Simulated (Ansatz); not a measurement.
# NiRh: the cost of one run

Method: DFT, PBEsol, PAW with Ansatz's default frozen-core files, scalar-relativistic, in Ansatz 0.2.0.

1 further run of the same task is left out (it didn't finish).

## (1) Starting point

The structure is trigonal, space group R-3m (No. 166). Conventional cell: a = 2.628 Å, b = 2.628 Å, c = 12.335 Å, α = 90.00°, β = 90.00°, γ = 120.00°. Ni (site symmetry -3m) has 6 Rh at 2.56 Å and 6 Ni at 2.63 Å as nearest neighbours. Rh (site symmetry -3m) is surrounded by 6 Ni at 2.56 Å and 6 Rh at 2.63 Å.

Coordinates:

```xyz
2
Lattice="1.3141 0.7587 4.1117 -1.3141 0.7587 4.1117 0.0000 -1.5174 4.1117" Properties=species:S:1:pos:R:3 pbc="T T T"
Ni    0.0000    0.0000    0.0000
Rh    0.0000    0.0000    6.1676
```

Atoms are numbered in the order of the input: Ni1, Rh2.

## (2) Free moments from the typed start, PAW

Contents of input.yaml:

```yaml
crystal:
  lattice:
    - [1.31412834, 0.7587123509, 4.1117064147]
    - [-1.31412834, 0.7587123509, 4.1117064147]
    - [0.0, -1.5174247017, 4.1117064147]
  atoms:
    - { symbol: Ni, position: [0.0, 0.0, 0.0], spin: 1.5 }
    - { symbol: Rh, position: [0.5, 0.5, 0.5], spin: 1.0 }
magnetization:
  spin_polarized: true
kpoints:
  mp_grid: { grid: [15, 15, 15] }
scf:
  occupations: { method: fermi_dirac, width: 0.05 }
  lower_state_search: "off"
hamiltonian:
  xc: pbesol
  pseudopotentials: { kind: paw }
output:
  forces: true
  stress: true
  eigenvalues: true
  populations: true
  dos: { projected: true, de: 0.1, e_range: [-8, 5] }
  write_density: true
  write_potential: true
  elf: true
  volumetric_format: npy
```

On the command line:

```sh
> ansatz run input.yaml --threads 1 --pin off --max-ram 3072MiB --backend cpu --events-out ev --progress --plain --runs-dir out
```

**Question.** How long does this run take on 1 thread of Arm Neoverse V1, shared host, and how much memory does it need?

About 59 s, with a peak of 0.53 GiB.
